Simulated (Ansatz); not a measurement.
This script makes a rigid torsion scan of CH7AlOSi, SMILES CO[SiH2][AlH2] with Ansatz 0.2.0 through its Python package.

`run_torsion.py`:
```python
import ansatz as az
from ase import Atoms


def main() -> None:
    atoms = Atoms(["C", "O", "Si", "Al", "H", "H", "H", "H", "H", "H", "H"], positions=[
        [0.6151, 1.9107, -0.2395],
        [-0.3449, 0.9074, -0.4935],
        [0.2035, -0.5117, 0.2905],
        [-1.1975, -2.2743, -0.0904],
        [0.1969, 2.8599, -0.7804],
        [1.5717, 1.7443, -0.6746],
        [0.663, 2.1952, 0.8385],
        [1.5966, -0.8664, -0.2315],
        [0.3332, -0.2577, 1.7953],
        [-1.5663, -2.7626, -1.5575],
        [-2.0059, -3.0019, 1.1637],
    ])

    first = (
        az.Crystal.molecule_from_ase(atoms).calculation()
        .basis(gaussian="def2-SVP")
        .functional("pbe0")
        .relax(force_tolerance=0.02, max_steps=80)
    )
    atoms.positions = first.run().report["positions_ang"]

    start = atoms.get_dihedral(3, 2, 1, 0)
    energies = {}
    for turn in range(0, 360, 40):
        turned = atoms.copy()
        turned.set_dihedral(3, 2, 1, 0, start + turn, indices=[0, 1, 4, 5, 6])
        calculation = (
            az.Crystal.molecule_from_ase(turned).calculation()
            .basis(gaussian="def2-SVP")
            .correlation("mp2")
        )
        energies[round((start + turn) % 360)] = calculation.run().report["free_energy_ev"]
    floor = min(energies.values())
    print("dihedral Al3-Si2-O1-C0 (deg)   E - E(min) (eV)")
    for angle, e in sorted(energies.items()):
        print(f"{angle:8d} {(e - floor):14.3f}  " + "#" * int(30 * (e - floor) / max(max(energies.values()) - floor, 1e-9)))


if __name__ == "__main__":
    main()
```

Where along the turn do the lowest and the highest point lie, and how far apart are they?

The lowest point is at 180° and the highest at 20°, 0.148 eV (14.3 kJ/mol) above it, with the rest of the molecule held.

The run itself:

```console
$ python run_torsion.py
dihedral Al3-Si2-O1-C0 (deg)   E - E(min) (eV)
      20          0.148  ##############################
      60          0.075  ###############
     100          0.100  ####################
     140          0.065  #############
     180          0.000
     220          0.067  #############
     260          0.095  ###################
     300          0.073  ##############
     340          0.146  #############################
```

Caveats:
- The scan is rigid and the energies are electronic, in a modest basis. With rigid groups the curve can differ much from the relaxed path, the start wasn't checked as a minimum of this torsion, and equivalent turns needn't return to the same energy.
- The start is relaxed with a density functional and scanned with the wavefunction method, so it isn't exactly that method's minimum.
- Timing: 67 s on 1 thread of Intel(R) Xeon(R) 6975P-C (Granite Rapids), on a shared host, peak memory 0.28 GiB.

(Lines on the test bed's own set-up are left out of the output.)
